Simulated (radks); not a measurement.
# The first electron to leave Ar⁸⁺

Ar⁸⁺ stands in [Ne]. From which sub-shell is an electron easiest to take? Each removal is a run of its own. The parent's configuration is the lowest that an earlier search found at this level.

Method: non-relativistic Kohn-Sham, PBE, spin-polarised, spherical densities, point nucleus; open shells are filled with parallel spins first. Code: radks (a radial shooting solver on a logarithmic mesh, Libxc functionals) version 1.

## (1) The atom as given

| Quantity | Value |
| --- | --- |
| element | argon (Z = 18) |
| charge | +8 |
| electrons | 10 |
| configuration | [Ne] |

The outer shells:

Ar⁸⁺
```
[He] core
2s [↑↓]
2p [↑↓][↑↓][↑↓]
```

## (2) The parent, Ar⁸⁺

The parent was computed earlier with the same settings: E = -506.146950 hartree. Its outer levels (eV):

| level | occupation | energy (eV) |
| --- | --- | --- |
| 1s | 2 | -3281.6 |
| 2s | 2 | -458.67 |
| 2p | 6 | -394.96 |

## (3) Remove 2p: [He] 2s2 2p5

The run's settings:

```text
Z 18
configuration [He] 2s2 2p5
relativity non-relativistic
functional pbe,pbe
spin polarised
nucleus point
```

## (4) Remove 2s: [He] 2s1 2p6

The run's settings:

```text
Z 18
configuration [He] 2s1 2p6
relativity non-relativistic
functional pbe,pbe
spin polarised
nucleus point
```

## (5) Remove 1s: 1s1 2s2 2p6

The run's settings:

```text
Z 18
configuration 1s1 2s2 2p6
relativity non-relativistic
functional pbe,pbe
spin polarised
nucleus point
```

What does the calculation give? Wanted: for each run, case; final configuration; Δ-SCF; −ε of the level emptied.

As calculated:

| case | final configuration | Δ-SCF (eV) | −ε of the level emptied (eV) |
| --- | --- | --- | --- |
| remove 2p | [He] 2s2 2p5 | 422.90 | 394.96 |
| remove 2s | [He] 2s1 2p6 | 483.85 | 458.67 |
| remove 1s | 1s1 2s2 2p6 | 3375.7 | 3281.6 |

The 2p electron leaves first, at 422.90 eV; the next cheapest, 2s, costs 483.85 eV. 2p is also the highest occupied level of the parent. NIST lists 422.6 eV (semi-empirical), between the same two configurations. Open shells are spherical and high-spin; term and fine-structure splittings are not resolved.
